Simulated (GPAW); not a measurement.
Runs of GPAW 26.7.0 on KTaO3. The structure is cubic, space group Pm-3m (No. 221). Conventional cell: a = 3.988 Å, b = 3.988 Å, c = 3.988 Å, α = 90.00°, β = 90.00°, γ = 90.00°. Ta (site symmetry m-3m) has 6 O at 1.99 Å as nearest neighbours. Around K (site symmetry m-3m) lie 12 O at 2.82 Å. O (site symmetry 4/mmm) has 2 Ta at 1.99 Å as nearest neighbours. 

```csv
task,level,potentials or basis,U,band path,band points,gap on the mesh (eV),pressure (GPa)
band structure,PBEsol+U,"PAW data sets generated in the run's folder for this functional, pw",Ta d U = 2 eV,"GXMGRX,MR",80,2.49,1.5
band structure,PBEsol+U,"PAW data sets generated in the run's folder for this functional, pw",Ta d U = 6 eV,"GXMGRX,MR",80,3.38,(a)
band structure,PBEsol+U,"PAW data sets generated in the run's folder for this functional, pw",Ta d U = 3 eV,"GXMGRX,MR",80,(b),2.4
band structure,PBEsol+U,"PAW data sets generated in the run's folder for this functional, pw",Ta d U = 8 eV,"GXMGRX,MR",80,3.92,7.2
band structure,PBEsol+U,"PAW data sets generated in the run's folder for this functional, pw",Ta d U = 4 eV,"GXMGRX,MR",80,2.90,(d)
band structure,PBEsol+U,"PAW data sets generated in the run's folder for this functional, pw",Ta d U = 1 eV,"GXMGRX,MR",80,2.31,0.7
band structure,PBEsol,"PAW data sets generated in the run's folder for this functional, pw",-,"GXMGRX,MR",80,2.15,(c)
```

Alike in all rows: no spin polarisation; cell as given; k mesh 7 × 7 × 7; cutoff (eV) 800; smearing fermi-dirac 0.05 eV.

Q: Fill in the values left out.

A: (a) 5.1; (b) 2.69; (c) -0.1; (d) 3.2.

Caveats: spin-orbit coupling is left out, which moves the levels of the heavy elements.

A k mesh can miss the band edges, and the runs leave out spin-orbit coupling on Ta.
